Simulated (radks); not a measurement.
# Hf⁴⁺ in [Kr] 4d10 4f14 5s2 5p5 6p1: an all-electron calculation

Aim: the levels, the sizes of the orbitals and the parts of the energy of the hafnium ion Hf4+.

Method: scalar-relativistic Kohn-Sham, SCAN, spin-unpolarised, spherical densities, finite nucleus. Code: radks (a radial shooting solver on a logarithmic mesh, Libxc functionals) version 1.

### 1 The atom as given

- element: hafnium (Z = 72)
- charge: +4
- electrons: 68
- configuration: [Kr] 4d10 4f14 5s2 5p5 6p1
- nuclear rms radius: 5.347 fm

The outer shells:

Hf⁴⁺
```
[Kr] core
4d [↑↓][↑↓][↑↓][↑↓][↑↓]
4f [↑↓][↑↓][↑↓][↑↓][↑↓][↑↓][↑↓]
5s [↑↓]
5p [↑↓][↑↓][↑ ]
6p [↑ ][  ][  ]
```

### 2 The calculation

Input:

```text
Z 72
configuration [Kr] 4d10 4f14 5s2 5p5 6p1
relativity scalar-relativistic
functional scan,scan
spin unpolarised
nucleus finite rms 5.347 fm
c 137.035999084
```

What does the calculation give?

The runs gave:

| quantity | value |
| --- | --- |
| total energy | -15073.7274 hartree |
| exchange-correlation share of it | 2.04 % |
| −T/E | 1.0954 |
| highest occupied level | 6p, -29.943 eV |
| most extended occupied level | 6p, <r> = 2.98 bohr |
| radius at density 0.001 e/bohr³ | 4.02 bohr |
| maxima of the radial density | 4 |

What this shows: 6 principal shells are occupied and 4 maxima appear in the radial density; where shells overlap, one shows as a shoulder or not at all. Relativity lifts −T/E to 1.095. This is not the tabulated ground configuration, so its levels and sizes aren't those of the ground state, and no measured value stands beside it.
